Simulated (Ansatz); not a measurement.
# AlBrH2: the cost of one run

Program: Ansatz 0.2.0, Gaussian basis. Level of theory: PBE0-D4/def2-TZVP structures, single points in def2-TZVPP, no counterpoise correction. These are calculated values, not measurements.

Levels: SPW92, PBE-D4, BLYP-D4, r2SCAN-D4, B97M-V, PBE0-D4, B3LYP-D4, r2SCAN0-D4, BHLYP-D4, CAM-B3LYP-D4, wB97X-V, wB97M-V, B2PLYP, PBE-QIDH, RPA on PBE, Hartree-Fock, MP2, CCSD, CCSD(T).

Cores are frozen in the correlated methods. Filled d shells of the heavier atoms are correlated. B3LYP uses VWN-RPA correlation. B2PLYP carries no dispersion term here.

94 further runs of the same task are left out: 94 set aside as unsound or not needed.

### Step 1. The starting structure

The complex: 6 atoms, charge 0, spin multiplicity 1.

Atoms are counted from 1 here; the program's logs count them from 0.

Bond lengths: Al1–H3 1.576 Å, Al1–H4 1.576 Å, Al1–Br6 2.271 Å, H2–H5 0.756 Å. Angles: H3–Al1–H4 124.5°, H3–Al1–Br6 117.4°, H4–Al1–Br6 117.4°.

Geometry (Å):

```csv
atom,x (Å),y (Å),z (Å)
Al1,-0.6318,-0.3204,-0.1364
H2,1.6134,-0.0700,0.2657
H3,-0.2570,-0.9116,-1.5486
H4,-0.7190,-1.1664,1.1907
H5,1.3844,0.6496,0.2939
Br6,-1.3900,1.8188,-0.0652
```

Its parts: AlH2Br holds atoms 1, 3, 4, 6; H2 holds atoms 2, 5. Each part counts its atoms afresh in its own runs.

### Step 2. Relaxing AlH2Br alone

relax-a/in.yaml

```yaml
crystal:
  periodic: [false, false, false]
  atoms:
    - {symbol: Al, position_ang: [-0.631843, -0.320356, -0.136385]}
    - {symbol: H, position_ang: [-0.257029, -0.911580, -1.548634]}
    - {symbol: H, position_ang: [-0.718993, -1.166439, 1.190652]}
    - {symbol: Br, position_ang: [-1.389990, 1.818759, -0.065234]}
basis:
  gaussian: {orbitals: def2-TZVP}
hamiltonian: {xc: pbe0, dispersion: d4}
relax: {f_tol: 0.005, max_steps: 200}
```

Run with:

```sh
$ ansatz run in.yaml --threads 2 --pin off --events-out ev --progress --plain --max-ram 4352MiB
```

**Question.** How long does this run take on 2 threads of Intel Xeon Platinum 8375C at 2.90GHz, shared host?

About 8.5 s.
